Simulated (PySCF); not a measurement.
Molecule: COAlFH4, in a box.

```
CELL_PARAMETERS angstrom
12.00000 0.00000 0.00000
0.00000 14.00000 0.00000
0.00000 0.00000 12.00000
ATOMIC_POSITIONS crystal
C 0.50034 0.61527 0.50650
O 0.48668 0.52638 0.55790
Al 0.44918 0.41547 0.52283
F 0.41583 0.39080 0.39267
H 0.58633 0.63980 0.51667
H 0.48144 0.61300 0.41722
H 0.44544 0.66797 0.54551
H 0.44570 0.33503 0.61299
```

Base run:

| Property | Result |
| --- | --- |
| Program | PySCF 2.14.0 |
| Functional | rSCAN |
| Potentials or basis | 6-31g* (all-electron) |
| k mesh | 1 × 1 × 1 |
| Occupations | fixed |
| Spin | no spin polarisation |

Its results: gap between the frontier levels 6.41 eV.

Q: After a change of settings the same cell gave: gap between the frontier levels 10.39 eV. Which change was it?
A. functional from rSCAN to CAM-B3LYP
B. functional from rSCAN to PBE0; dispersion from none to D3
C. functional from rSCAN to X3LYP; dispersion from none to D4

A: A.

CAM-B3LYP gives the wider gap, since exact exchange removes part of the self-interaction.

Caveats: this is a molecule in a periodic box at the Γ point, so its band gap is the HOMO-LUMO gap; the basis of atomic orbitals isn't converged, which shifts pressures, moduli and gaps.

Runs at the PBE level aren't shown here.
